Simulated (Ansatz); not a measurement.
# Cd16SbS15 (Greenockite): the cost of one run

Program: Ansatz 0.2.0. Level of theory: DFT, PBE, plane-wave PAW, default files, scalar-relativistic, as far as a step names no other. These are calculated values, not measurements.

### Step 1. The structure to begin with

The structure is trigonal, space group P3m1 (No. 156). The conventional cell has a = 8.300 Å, b = 8.300 Å, c = 13.474 Å, α = 90.00°, β = 90.00°, γ = 120.00°. Cd (site symmetry 3m) is surrounded by 1 Sb at 2.53 Å and 3 S at 2.54 Å. Around Cd (site symmetry 3m) lie 4 S at 2.53 to 2.54 Å. Cd (site symmetry m) has 4 S at 2.53 to 2.54 Å as nearest neighbours. Cd (site symmetry m) is surrounded by 3 S at 2.53 to 2.54 Å and 1 Sb at 2.54 Å. Only part of the 16 independent sites is listed.

Structure file:

```
CELL_PARAMETERS angstrom
8.30000 0.00000 0.00000
-4.15000 7.18801 0.00000
0.00000 0.00000 13.47400
ATOMIC_POSITIONS crystal
Cd 0.16667 0.33333 0.00000
Cd 0.16667 0.33333 0.50000
Cd 0.16667 0.83333 0.00000
Cd 0.16667 0.83333 0.50000
Cd 0.66667 0.33333 0.00000
Cd 0.66667 0.33333 0.50000
Cd 0.66667 0.83333 0.00000
Cd 0.66667 0.83333 0.50000
Cd 0.33333 0.16667 0.25000
Cd 0.33333 0.16667 0.75000
Cd 0.33333 0.66667 0.25000
Cd 0.33333 0.66667 0.75000
Cd 0.83333 0.16667 0.25000
Cd 0.83333 0.16667 0.75000
Cd 0.83333 0.66667 0.25000
Cd 0.83333 0.66667 0.75000
Sb 0.16667 0.33333 0.18750
S 0.16667 0.33333 0.68750
S 0.16667 0.83333 0.18750
S 0.16667 0.83333 0.68750
S 0.66667 0.33333 0.18750
S 0.66667 0.33333 0.68750
S 0.66667 0.83333 0.18750
S 0.66667 0.83333 0.68750
S 0.33333 0.16667 0.43750
S 0.33333 0.16667 0.93750
S 0.33333 0.66667 0.43750
S 0.33333 0.66667 0.93750
S 0.83333 0.16667 0.43750
S 0.83333 0.16667 0.93750
S 0.83333 0.66667 0.43750
S 0.83333 0.66667 0.93750
```

Atom 17 of the input is the impurity.

### Step 2. Gradients at the starting positions

input.yaml

```yaml
crystal:
  lattice:
    - [8.3, 0.0, 0.0]
    - [-4.15, 7.1880108514, 0.0]
    - [0.0, 0.0, 13.474]
  atoms:
    - { symbol: Cd, position: [0.1666666666, 0.3333333334, 0.0] }
    - { symbol: Cd, position: [0.1666666666, 0.3333333334, 0.5] }
    - { symbol: Cd, position: [0.1666666666, 0.8333333334, 0.0] }
    - { symbol: Cd, position: [0.1666666666, 0.8333333334, 0.5] }
    - { symbol: Cd, position: [0.6666666666, 0.3333333334, 0.0] }
    - { symbol: Cd, position: [0.6666666666, 0.3333333334, 0.5] }
    - { symbol: Cd, position: [0.6666666666, 0.8333333334, 0.0] }
    - { symbol: Cd, position: [0.6666666666, 0.8333333334, 0.5] }
    - { symbol: Cd, position: [0.3333333334, 0.1666666666, 0.25] }
    - { symbol: Cd, position: [0.3333333334, 0.1666666666, 0.75] }
    - { symbol: Cd, position: [0.3333333334, 0.6666666666, 0.25] }
    - { symbol: Cd, position: [0.3333333334, 0.6666666666, 0.75] }
    - { symbol: Cd, position: [0.8333333334, 0.1666666666, 0.25] }
    - { symbol: Cd, position: [0.8333333334, 0.1666666666, 0.75] }
    - { symbol: Cd, position: [0.8333333334, 0.6666666666, 0.25] }
    - { symbol: Cd, position: [0.8333333334, 0.6666666666, 0.75] }
    - { symbol: Sb, position: [0.1666666666, 0.3333333334, 0.1875] }
    - { symbol: S, position: [0.1666666666, 0.3333333334, 0.6875] }
    - { symbol: S, position: [0.1666666666, 0.8333333334, 0.1875] }
    - { symbol: S, position: [0.1666666666, 0.8333333334, 0.6875] }
    - { symbol: S, position: [0.6666666666, 0.3333333334, 0.1875] }
    - { symbol: S, position: [0.6666666666, 0.3333333334, 0.6875] }
    - { symbol: S, position: [0.6666666666, 0.8333333334, 0.1875] }
    - { symbol: S, position: [0.6666666666, 0.8333333334, 0.6875] }
    - { symbol: S, position: [0.3333333334, 0.1666666666, 0.4375] }
    - { symbol: S, position: [0.3333333334, 0.1666666666, 0.9375] }
    - { symbol: S, position: [0.3333333334, 0.6666666666, 0.4375] }
    - { symbol: S, position: [0.3333333334, 0.6666666666, 0.9375] }
    - { symbol: S, position: [0.8333333334, 0.1666666666, 0.4375] }
    - { symbol: S, position: [0.8333333334, 0.1666666666, 0.9375] }
    - { symbol: S, position: [0.8333333334, 0.6666666666, 0.4375] }
    - { symbol: S, position: [0.8333333334, 0.6666666666, 0.9375] }
total_charge: -1
kpoints:
  mp_grid: { grid: [3, 3, 2] }
scf:
  occupations: { method: fermi_dirac, width: 0.01 }
hamiltonian:
  xc: pbe
  pseudopotentials: { kind: paw }
output:
  forces: true
  stress: true
  populations: true
  efg:
    quadrupole_moments_barn: { Sb: -0.543, S: -0.0694 }
    contact_densities: true
```

The run is started by

```console
> ansatz run input.yaml --threads 4 --pin off --max-ram 8192MiB --backend cpu --events-out ev --progress --plain --runs-dir out
```

**Question.** How long does this run take on 4 threads of Intel Xeon 6975P-C (Granite Rapids), shared host, and how much memory does it need?

About 28 s, with a peak of 4 GiB.
